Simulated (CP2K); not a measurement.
NbCu:

```
CELL_PARAMETERS angstrom
3.62351 0.00000 0.00000
1.81176 3.13805 0.00000
1.81176 1.04602 2.95859
ATOMIC_POSITIONS crystal
Nb 0.00000 0.00000 0.00000
Cu 0.50000 0.50000 0.50000
```

The cell was built by a generator and needn't be a form met in nature.

Base run:

* Program: CP2K 2026.2
* Functional: BLYP
* Potentials or basis: GTH_POTENTIALS Nb GTH-PBE-q13, Cu GTH-BLYP-q11; TZVP-MOLOPT-PBE-GTH basis
* Density cutoff: 6123 eV
* k mesh: 9 × 9 × 9
* Occupations: fermi-dirac, width 0.05 eV
* Spin: no spin polarisation

Its results: band gap on the k mesh none (metal or under the smearing width); pressure 6.6 GPa.

Problem. The run is repeated on the same cell with these changes: dispersion from none to D3(BJ)+ATM. What comes out?

Solution. Band gap on the k mesh none (metal or under the smearing width); pressure -5.6 GPa.

Dispersion adds attraction, which lowers the pressure at fixed volume and, as a term added to the energy, leaves the levels alone.

Caveats: the potentials were made for another functional, which shifts forces and pressure; the basis of atomic orbitals isn't converged, which shifts pressures, moduli and gaps; pairwise dispersion overbinds metals, which lowers pressure and volume (some runs).

Not every run made on this cell is shown here.
